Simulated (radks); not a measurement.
# Taking charge from the 5s level of Pr in fractions

Aim: follow energy and eigenvalue as charge leaves the 5s level of Pr bit by bit, and test Janak's theorem, Slater's transition state and the straight-line condition.

Program: radks (a radial shooting solver on a logarithmic mesh, Libxc functionals) version 1. Level of theory: Dirac Kohn-Sham, PBEsol, spin-unpolarised, spherical densities, finite nucleus; open shells fill j = l - 1/2 first. These are calculated values, not measurements, unless marked.

### 1 The system

```
element            : praseodymium (Z = 59)
charge             : 0
electrons          : 59
configuration      : [Xe] 4f3 6s2
nuclear rms radius : 4.8919 fm
```

### 2 Start: [Xe] 4f3 6s2

Settings of this run:

```text
Z 59
configuration [Xe] 4f3 6s2
relativity Dirac
functional pbe_sol,pbe_sol
spin unpolarised
j_filling energy
nucleus finite rms 4.8919 fm
c 137.035999084
```

### 3 0.1 electron removed from 5s

Settings, as their differences from step 2:

```diff
@@ -1,3 +1,3 @@
 Z 59
-configuration [Xe] 4f3 6s2
+configuration [Kr] 4d10 4f3 5s1.9 5p6 6s2
 relativity Dirac
```

### 4 0.2 electron removed from 5s

Settings, as their differences from step 3:

```diff
@@ -1,3 +1,3 @@
 Z 59
-configuration [Kr] 4d10 4f3 5s1.9 5p6 6s2
+configuration [Kr] 4d10 4f3 5s1.8 5p6 6s2
 relativity Dirac
```

### 5 0.3 electron removed from 5s

Settings, as their differences from step 4:

```diff
@@ -1,3 +1,3 @@
 Z 59
-configuration [Kr] 4d10 4f3 5s1.8 5p6 6s2
+configuration [Kr] 4d10 4f3 5s1.7 5p6 6s2
 relativity Dirac
```

### 6 0.4 electron removed from 5s

Settings, as their differences from step 5:

```diff
@@ -1,3 +1,3 @@
 Z 59
-configuration [Kr] 4d10 4f3 5s1.7 5p6 6s2
+configuration [Kr] 4d10 4f3 5s1.6 5p6 6s2
 relativity Dirac
```

### 7 0.5 electron removed from 5s

Settings, as their differences from step 6:

```diff
@@ -1,3 +1,3 @@
 Z 59
-configuration [Kr] 4d10 4f3 5s1.6 5p6 6s2
+configuration [Kr] 4d10 4f3 5s1.5 5p6 6s2
 relativity Dirac
```

### 8 0.6 electron removed from 5s

Settings, as their differences from step 7:

```diff
@@ -1,3 +1,3 @@
 Z 59
-configuration [Kr] 4d10 4f3 5s1.5 5p6 6s2
+configuration [Kr] 4d10 4f3 5s1.4 5p6 6s2
 relativity Dirac
```

### 9 0.7 electron removed from 5s

Settings, as their differences from step 8:

```diff
@@ -1,3 +1,3 @@
 Z 59
-configuration [Kr] 4d10 4f3 5s1.4 5p6 6s2
+configuration [Kr] 4d10 4f3 5s1.3 5p6 6s2
 relativity Dirac
```

### 10 0.8 electron removed from 5s

Settings, as their differences from step 9:

```diff
@@ -1,3 +1,3 @@
 Z 59
-configuration [Kr] 4d10 4f3 5s1.3 5p6 6s2
+configuration [Kr] 4d10 4f3 5s1.2 5p6 6s2
 relativity Dirac
```

### 11 0.9 electron removed from 5s

Settings, as their differences from step 10:

```diff
@@ -1,3 +1,3 @@
 Z 59
-configuration [Kr] 4d10 4f3 5s1.2 5p6 6s2
+configuration [Kr] 4d10 4f3 5s1.1 5p6 6s2
 relativity Dirac
```

### 12 1 electron removed from 5s

Settings, as their differences from step 11:

```diff
@@ -1,3 +1,3 @@
 Z 59
-configuration [Kr] 4d10 4f3 5s1.1 5p6 6s2
+configuration [Kr] 4d10 4f3 5s1 5p6 6s2
 relativity Dirac
```

Before running it: what results should come out? Wanted: for each run, removed; E − E(0); eigenvalue; E minus straight line.

The runs gave:

```
removed (e)  E − E(0) (eV)  eigenvalue (eV)  E minus straight line (eV)
          0          0.000          -38.936                       0.000
        0.1          3.941          -39.899                      -0.469
        0.2          7.981          -40.895                      -0.841
        0.3         12.121          -41.918                      -1.111
        0.4         16.365          -42.963                      -1.278
        0.5         20.715          -44.029                      -1.339
        0.6         25.172          -45.113                      -1.293
        0.7         29.738          -46.214                      -1.138
        0.8         34.415          -47.331                      -0.871
        0.9         39.204          -48.462                      -0.493
          1         44.108          -49.607                       0.000
```

**Reading.** Removing the whole electron costs 44.108 eV, against 38.936 eV from minus the starting eigenvalue. Slater's transition state, half an electron removed, gives 44.029 eV. The trapezoid integral of minus the eigenvalue gives 44.109 eV over the range, against 44.108 eV from the energies (Janak's theorem). The eigenvalue moves by 10.7 eV per electron. E bends below the straight line by 1.34 eV at 0.5 electron removed.
